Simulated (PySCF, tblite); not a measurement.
# C5H8S2: geometry, infrared bands and NMR shifts

Wanted: the infrared bands and NMR shifts of C5H8S2 (`C=C1CCCSS1`), by calculation.

Programs: tblite 0.8.0 and PySCF 2.14.0, with density-fitted response routines of our own. Each step states its level of theory. These are calculated values for one molecule in the gas phase, unless marked as measured. Atoms count from 0, in the outputs and in this text.

**1. The starting structure**

15 atoms, charge 0, multiplicity 1; geometry from: force field or distance geometry start.

Bonds of the start (Å): C0–C1 1.35, C1–C2 1.50, C2–C3 1.53, C3–C4 1.54, C4–S5 1.81, S5–S6 2.06, S6–C1 1.74, C0–H7 1.09, C0–H8 1.08, C2–H9 1.11, C2–H10 1.10, C3–H11 1.10, C3–H12 1.11, C4–H13 1.10, C4–H14 1.09.

**2. Geometry optimisation with GFN2-xTB**

What the job is given:

```
{"job": {"kind": "relax", "xc": "GFN2-xTB", "basis": "xTB"}, "charge": 0, "multiplicity": 1}
C      2.421500     0.215700    -0.410900
C      1.121300     0.564800    -0.261100
C      0.004700    -0.149100    -0.960300
C     -1.004300    -0.821200    -0.028600
C     -1.669400     0.110800     0.994400
S     -0.444900     0.850200     2.101100
S      0.701600     1.911300     0.761600
H      3.219800     0.752500     0.103000
H      2.708100    -0.610000    -1.050600
H     -0.541700     0.575900    -1.591300
H      0.391200    -0.906900    -1.649900
H     -1.792900    -1.296300    -0.627200
H     -0.509300    -1.648100     0.521900
H     -2.226800     0.902600     0.476800
H     -2.383300    -0.444300     1.599100
```

The run is started by

```bash
> OMP_NUM_THREADS=1 python probes_run.py task.json out
```

This one command runs all jobs of the session in turn.

**Question.** This job is followed by: GFN2-xTB harmonic vibrations, gas phase; GIAO PBE0/pcSseg-1 NMR shielding, non-relativistic, gas phase. What will the session give for the following? strongest single infrared mode (GFN2-xTB); zero-point energy (GFN2-xTB); 13C shifts against TMS (PBE0/pcSseg-1); 1H shifts against TMS (PBE0/pcSseg-1, means over atoms taken as alike); 33S shifts against CS2 (PBE0/pcSseg-1).

**Answer**, as computed:

| quantity | value |
| --- | --- |
| strongest single infrared mode (GFN2-xTB) | 2988 cm⁻¹, 39 km/mol |
| zero-point energy (GFN2-xTB) | 73.8 kcal/mol |
| 13C shifts against TMS (PBE0/pcSseg-1) | 155.4, 125.6, 42.9, 42.0, 38.0 ppm |
| 1H shifts against TMS (PBE0/pcSseg-1, means over atoms taken as alike) | 5.86, 5.74, 2.76, 2.50, 2.06 ppm |
| 33S shifts against CS2 (PBE0/pcSseg-1) | 101, 99 ppm |

**Reading.** The optimisation took 38 steps and gained 0.115 eV; among the close pairs (by a distance rule), C1–S6 changed most, from 1.742 to 1.794 Å. No mode is imaginary among the 39: a minimum at this level. The strongest single mode, at 2988 cm⁻¹, moves mainly H12 and H13. GFN2-xTB is a fitted tight-binding method: band positions and strengths are rough. Its intensities can rank the bands wrongly. The most deshielded carbon is C1 (fully substituted alkene carbon), at 155.4 ppm: the olefinic region.
